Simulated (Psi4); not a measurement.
# C2F6O (SMILES FC(F)(F)OC(F)(F)F) at HF/STO-3G

What is the vertical ionisation energy of C2F6O at HF/STO-3G? 

Program for the calculation: Psi4 1.11.

### 1 The structure to begin with

C2F6O: 9 atoms, total charge 0, spin state singlet. As SMILES, `FC(F)(F)OC(F)(F)F`. The shape is that of a PBE0-D4/def2-TZVP optimisation.

Bond lengths: F1–C2 1.316 Å, C2–F3 1.325 Å, C2–F4 1.324 Å, C2–O5 1.371 Å, O5–C6 1.371 Å, C6–F7 1.316 Å, C6–F8 1.324 Å, C6–F9 1.325 Å. Some angles: F1–C2–F3 109.4°, F1–C2–F4 108.9°, F1–C2–O5 106.5°, F3–C2–F4 108.3°, F3–C2–O5 112.3°, F4–C2–O5 111.4°, C2–O5–C6 120.1°, O5–C6–F7 106.5°, O5–C6–F8 111.4°, O5–C6–F9 112.3°.

### 2 The energy at HF/STO-3G

The input, c2f6o.dat:

```
memory 2.2 GB

molecule {
  0 1
  F      2.076690    -0.384510    -0.999750
  C      0.777760    -0.429490    -0.791080
  F      0.159870     0.303300    -1.706270
  F      0.367380    -1.682330    -0.915040
  O      0.570650     0.041580     0.479900
  C     -0.682950     0.436400     0.870810
  F     -0.666110     0.487120     2.186080
  F     -0.980110     1.637760     0.399820
  F     -1.623170    -0.409820     0.475530
  symmetry c1
}

set {
  basis STO-3G
  reference rhf
  puream true
  e_convergence 1e-09
  d_convergence 1e-08
  scf_type pk
}

energy_value, wavefunction = energy('scf', return_wfn=True)
oeprop(wavefunction, 'MULLIKEN_CHARGES', 'LOWDIN_CHARGES', 'QUADRUPOLE', title='SCF')
```

On the command line:

```sh
$ psi4 -n 1 c2f6o.dat c2f6o.out
```

c2f6o.out:

```text
[...]
  Running in c1 symmetry.
[...]
  Nuclear repulsion =  565.577163654716855
[...]
  Multiplicity = 1
[...]
  Nalpha       = 37
  Nbeta        = 37
[...]
    Number of basis functions: 45
[...]
   @RHF iter   1:  -736.48159430043825   -2.78396e+00   1.77829e-02 ADIIS/DIIS
[...]
   @RHF iter  10:  -736.91738753531797   -6.59384e-12   8.26825e-09 DIIS
[...]
    Orbital Energies [Eh]
    ---------------------
    Doubly Occupied:
       1A    -26.011048     2A    -26.011040     3A    -26.010481
       4A    -26.010460     5A    -26.004482     6A    -26.004472
       7A    -20.348040     8A    -11.373370     9A    -11.373097
      10A     -1.679590    11A     -1.660448    12A     -1.556571
      13A     -1.554735    14A     -1.551139    15A     -1.548709
      16A     -1.399167    17A     -0.929890    18A     -0.818656
      19A     -0.770782    20A     -0.746598    21A     -0.743570
      22A     -0.707359    23A     -0.697571    24A     -0.625947
      25A     -0.563243    26A     -0.554091    27A     -0.551157
      28A     -0.545214    29A     -0.514996    30A     -0.514982
      31A     -0.503682    32A     -0.502234    33A     -0.500557
      34A     -0.499047    35A     -0.474318    36A     -0.459237
[...]
  @RHF Final Energy:  -736.91738753531797
   => Energetics <=
    Nuclear Repulsion Energy =            565.5771636547168555
    One-Electron Energy =               -2159.4490601276766029
    Two-Electron Energy =                 856.9545089376416627
    Total Energy =                       -736.9173875353179710
[...]
 Multipole Moments:
 ------------------------------------------------------------------------------------
     Multipole            Electronic (a.u.)      Nuclear  (a.u.)        Total (a.u.)
 ------------------------------------------------------------------------------------
 L = 1.  Multiply by 2.5417464519 to convert [e a0] to [Debye]
 Dipole X            :         -0.6327535            0.5431886           -0.0895649
 Dipole Y            :         -0.0461089            0.0395780           -0.0065310
 Dipole Z            :         -0.5321287            0.4568062           -0.0753225
 Magnitude           :                                                    0.1172092
 L = 2.  Multiply by 1.3450342976 to convert [e a0^2] to [Debye ang]
 Quadrupole XX       :       -336.6926857          305.8040614          -30.8886242
 Quadrupole XY       :         97.4393384          -97.4759108           -0.0365724
[...]
  Mulliken Charges: (a.u.)
   Center  Symbol    Alpha    Beta     Spin     Total
       1     F     4.57158  4.57158  0.00000 -0.14316
       2     C     2.69530  2.69530  0.00000  0.60940
       3     F     4.57736  4.57736  0.00000 -0.15472
       4     F     4.57666  4.57666  0.00000 -0.15332
       5     O     4.15821  4.15821  0.00000 -0.31642
       6     C     2.69530  2.69530  0.00000  0.60940
       7     F     4.57158  4.57158  0.00000 -0.14316
       8     F     4.57666  4.57666  0.00000 -0.15332
       9     F     4.57736  4.57736  0.00000 -0.15472
   Total alpha = 37.00000, Total beta = 37.00000, Total charge = -0.00000
[...]
```

Run time: 2.6 s. Hardware: 1 thread of Intel Xeon Platinum 8259CL at 2.50GHz (Skylake/Cascade Lake), shared host; peak memory 0.19 GiB.

### 3 The doublet cation: energy and forces at UHF/STO-3G

The input, c2f6o.py:

```python
import psi4

psi4.set_memory('2200 MB')
psi4.set_num_threads(1)
psi4.core.set_output_file('psi4.out', False)

mol = psi4.geometry("""
1 2
F
C 1 1.316353
F 2 1.325271 1 109.37212
F 2 1.324155 1 108.863 3 118.15635
O 2 1.371201 1 106.5134 4 120.23872
C 5 1.371206 2 120.08309 1 163.3939
F 6 1.316355 5 106.51393 2 163.3853
F 6 1.324161 7 108.8632 5 -120.23865
F 6 1.325273 7 109.37174 8 -118.15587
symmetry c1
no_reorient
no_com
""")

psi4.set_options({
    'basis': 'STO-3G',
    'reference': 'uhf',
    'puream': True,
    'e_convergence': 1e-09,
    'd_convergence': 1e-08,
    'scf_type': 'pk',
    'maxiter': 100,
})

e, wfn = psi4.gradient("hf", molecule=mol, return_wfn=True)
psi4.oeprop(wfn, "MULLIKEN_CHARGES", "MAYER_INDICES", "WIBERG_LOWDIN_INDICES", title="HF")
print('gradient / Eh bohr^-1')
print(e.np.round(6))
print(f'energy = {wfn.energy():.10f} Eh')
```

On the command line:

```sh
$ python c2f6o.py
```

psi4.out, shortened:

```text
[...]
  Running in c1 symmetry.
[...]
  Nuclear repulsion =  565.577128226668606
[...]
  Multiplicity = 2
[...]
  Nalpha       = 37
  Nbeta        = 36
[...]
    Number of basis functions: 45
[...]
   @UHF iter   1:  -735.97875253996938   -2.28112e+00   1.96347e-02 ADIIS/DIIS
[...]
   @UHF iter  16:  -736.55861581208649   -7.95808e-13   4.28014e-09 DIIS
[...]
   @S^2 Observed:                7.581360295E-01
[...]
  @UHF Final Energy:  -736.55861581208649
   => Energetics <=
    Nuclear Repulsion Energy =            565.5771282266686057
    One-Electron Energy =               -2136.8250781718320468
    Two-Electron Energy =                 834.6893341330768408
    Total Energy =                       -736.5586158120864866
  UHF NO Occupations:
  HONO-2 :   35  A 1.9988549
  HONO-1 :   36  A 1.9987158
[...]
 Multipole Moments:
 ------------------------------------------------------------------------------------
     Multipole            Electronic (a.u.)      Nuclear  (a.u.)        Total (a.u.)
 ------------------------------------------------------------------------------------
 L = 1.  Multiply by 2.5417464519 to convert [e a0] to [Debye]
 Dipole X            :          0.1254621           -0.3404847           -0.2150227
 Dipole Y            :         -0.1533725            0.4161673            0.2627948
 Dipole Z            :          0.1713442           -0.4649380           -0.2935938
 Magnitude           :                                                    0.4488799
[...]
  -Total Gradient:
     Atom            X                  Y                   Z
    ------   -----------------  -----------------  -----------------
       1        0.011103130266    -0.004962934369     0.058570294476
       2       -0.137654907765     0.084848623588     0.074765651637
       3        0.020644890193     0.042813423705    -0.029362001182
       4       -0.031751780093    -0.041550187610    -0.031284683607
       5        0.063140871665    -0.077167036715     0.086203496682
       6        0.073743145087    -0.006733806253    -0.162030523555
       7        0.033466180967    -0.049525168899     0.002300173169
       8        0.020887929455     0.054823903842     0.016448441064
       9       -0.053579459770    -0.002546817290    -0.015610848683
[...]
  Mulliken Charges: (a.u.)
   Center  Symbol    Alpha    Beta     Spin     Total
[...]
```

On the terminal:

```text
gradient / Eh bohr^-1
[[ 0.011103 -0.004963  0.05857 ]
 [-0.137655  0.084849  0.074766]
 [ 0.020645  0.042813 -0.029362]
 [-0.031752 -0.04155  -0.031285]
 [ 0.063141 -0.077167  0.086203]
 [ 0.073743 -0.006734 -0.162031]
 [ 0.033466 -0.049525  0.0023  ]
 [ 0.020888  0.054824  0.016448]
 [-0.053579 -0.002547 -0.015611]]
energy = -736.5586158121 Eh
```

Run time: 4.2 s. Hardware: 1 thread of Intel Xeon Platinum 8259CL at 2.50GHz (Skylake/Cascade Lake), shared host; peak memory 0.18 GiB.

### 4 Summary of results

At HF/STO-3G:

| quantity | value |
| --- | --- |
| singlet C2F6O: total energy | -736.91739 Eh |
| singlet C2F6O: dipole moment | 0.30 D |
| singlet C2F6O: HOMO energy | -12.25 eV |
| singlet C2F6O: LUMO energy | 13.99 eV |
| singlet C2F6O: HOMO–LUMO gap | 26.23 eV |
| doublet cation: total energy | -736.55862 Eh |
| doublet cation: HOMO energy (highest over α and β) | -20.69 eV |
| doublet cation: LUMO energy (lowest over α and β) | -7.09 eV |
| doublet cation: ⟨S²⟩ | 0.758 |
| doublet cation: largest force on an atom | 9.161 eV/Å |
| vertical ionisation energy (to the doublet cation) | 9.763 eV |

Removing an electron at fixed nuclei costs 9.76 eV (225 kcal/mol). −ε(HOMO) before ionisation, 12.25 eV, is 2.48 eV above this ionisation energy. In a minimal basis such a difference can be off by several eV, whatever the method. Mulliken charges (singlet C2F6O) run from -0.32 on O5 to +0.61 on C2; they depend strongly on the basis. Mulliken charges (doublet cation) run from -0.06 on F3 to +0.63 on C2.
